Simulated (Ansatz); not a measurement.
This script drives Ansatz 0.2.0 through its Python package.

`opt_c2h8ossi.py`
```python
import warnings

import ansatz as az
import numpy as np

GEOMETRY = '''
C    -1.17800    0.37160    0.81670
C     0.03270    0.32810   -0.06440
O    -0.16110    1.27070   -1.14850
Si    0.50980   -1.44860   -0.61230
S     1.46300    0.89640    0.92870
H    -2.10970    0.12800    0.22720
H    -1.14850   -0.22030    1.69840
H    -1.38410    1.46410    1.11990
H     0.03510    2.16080   -0.69540
H    -0.65170   -2.00450   -1.43960
H     0.55710   -2.35360    0.59570
H     1.73270   -1.50070   -1.35760
H     2.32320    0.87320   -0.05390
'''


def main() -> None:
    warnings.simplefilter('ignore', az.DeckWarning)

    mol = az.Crystal.molecule()
    for line in GEOMETRY.strip().splitlines():
        symbol, *xyz = line.split()
        mol = mol.atom(symbol, [float(v) for v in xyz])

    job = (
        mol.calculation()
        .basis(gaussian='6-31G*')
        .functional('pbe0', dispersion='d3bj')
    )
    symbols = [site.symbol for site in mol.cartesian_sites]
    start = np.array([site.position_ang for site in mol.cartesian_sites], dtype=float)
    def progress(event):
        if event['event'] == 'relax_step':
            row = event['data']
            print(f'step {row["step"]:3d}  E = {row["lagrangian_ev"]:.6f} eV  largest force component {row["allowed_force_max_ev_ang"]:.4f} eV/A')


    rep = job.relax(force_tolerance=0.005).session().plan().execute(on_event=progress).report
    end = np.array(rep['positions_ang'])

    print('reference energy %16.6f eV' % rep['reference_energy_ev'])
    print('total energy     %16.6f eV' % rep['free_energy_ev'])
    print('occupied orbitals outside the frozen core (up, down):', rep['n_occupied'], ' frozen:', rep['n_frozen'], ' virtual:', rep['n_virtual'])

    print('final positions (A) and the move of each atom')
    for symbol, xyz, old in zip(symbols, end, start):
        print(f'{symbol:2s} {xyz[0]:10.5f} {xyz[1]:10.5f} {xyz[2]:10.5f}   {np.linalg.norm(xyz - old):7.4f}')


if __name__ == '__main__':
    main()
```

It is started by `python opt_c2h8ossi.py`. Estimate its wall time and peak memory on 1 thread of Arm Neoverse V1, on a shared host.

It took about 67 s, with a peak of 0.3 GiB, for 1 run of the engine.

`python opt_c2h8ossi.py` gives:
```text
step   1  E = -22950.880003 eV  largest force component 2.2009 eV/A
step   2  E = -22951.206413 eV  largest force component 1.3741 eV/A
step   3  E = -22951.275649 eV  largest force component 0.6903 eV/A
step   4  E = -22951.231495 eV  largest force component 1.0102 eV/A
step   5  E = -22951.286984 eV  largest force component 0.1763 eV/A
step   6  E = -22951.280398 eV  largest force component 0.5173 eV/A
step   7  E = -22951.291984 eV  largest force component 0.0300 eV/A
step   8  E = -22951.292506 eV  largest force component 0.0183 eV/A
step   9  E = -22951.292601 eV  largest force component 0.0047 eV/A
reference energy    -22950.994991 eV
total energy        -22951.292627 eV
occupied orbitals outside the frozen core (up, down): [29, 29]  frozen: 0  virtual: [70, 70]
final positions (A) and the move of each atom
C    -1.17942    0.42411    0.84335    0.0589
C     0.06717    0.34997   -0.03038    0.0531
O    -0.06184    1.13053   -1.19113    0.1770
Si    0.43131   -1.42632   -0.62612    0.0828
S     1.47542    0.92791    1.02489    0.1020
H    -2.04933    0.10551    0.26022    0.0724
H    -1.09574   -0.21303    1.72927    0.0616
H    -1.35374    1.45466    1.18124    0.0691
H    -0.20818    2.04942   -0.91273    0.3447
H    -0.65691   -1.89201   -1.53169    0.1455
H     0.50786   -2.32663    0.55551    0.0690
H     1.72693   -1.43576   -1.35678    0.0652
H     2.41697    0.81682    0.06924    0.1647
```

Notes:
- Total energies depend on the basis set; only differences at equal settings carry meaning.
- The end point is the stationary point reached from this start; no frequency run checks that it is a minimum, and the basis set is modest.
- Total less reference energy is the dispersion correction.
